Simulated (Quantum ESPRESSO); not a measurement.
CsLiCr2Te2S3:

```xyz
9
Lattice="6.1079 -0.0189 0.0058 -2.2882 5.9315 0.0033 -1.3846 -2.1940 7.5626" Properties=species:S:1:pos:R:3 pbc="T T T"
Cs   -1.2214   -1.5781    7.5175
Li    1.3578    2.1786    4.3464
Cr   -1.4737    1.7002    4.3877
Cr    1.8244   -1.0105    4.0654
Te    1.1800    3.9224    2.1382
Te   -1.8529    3.2545    2.2636
S     2.9223    0.6352    5.3580
S    -0.5181    3.2438    5.6675
S    -0.0026    0.2938    3.6808
```

The cell was built by a generator and needn't be a form met in nature.

Base run:

* Program: Quantum ESPRESSO 7.5
* Functional: PBE
* Potentials or basis: SSSP 1.3 efficiency PBE
* Cutoff: 748 eV
* Density cutoff: 5987 eV
* k mesh: 3 × 3 × 2
* Occupations: fermi-dirac, width 0.05 eV
* Spin: collinear spin, ferromagnetic start
* Starting moments: [0.0, 0.0, 3.0, 3.0, 0.0, 0.0, 0.0, 0.0, 0.0] μB
* Hubbard terms: Cr d U = 2 eV

Its results: band gap on the k mesh 0.32 eV, indirect (least direct gap 0.37 eV); pressure 1.3 GPa; net moment 6.00 μB per cell; site moments Cs +0.00; Li +0.00; Cr +2.61, +2.85; Te -0.02, -0.08; S -0.09, -0.13, -0.16 μB; largest force 0.583 eV/Å.

Q: The run is repeated on the same cell with these changes: hubbard terms from Cr d U = 2 eV to Cr d U = 4 eV. What comes out?

A: Band gap on the k mesh 0.43 eV, indirect (least direct gap 0.45 eV); pressure 2.5 GPa; net moment 6.00 μB per cell; site moments Cs -0.00; Li -0.00; Cr +2.86, +3.02; Te -0.05, -0.12; S -0.15, -0.19, -0.22 μB; largest force 0.914 eV/Å.

Caveats: spin-orbit coupling is left out, which moves the levels of the heavy elements; an odd mesh through Γ misses points on the zone boundary, where band edges often lie; only a ferromagnetic start was run, and an antiferromagnetic order may lie lower in energy.

Not every run made on this cell is shown here.
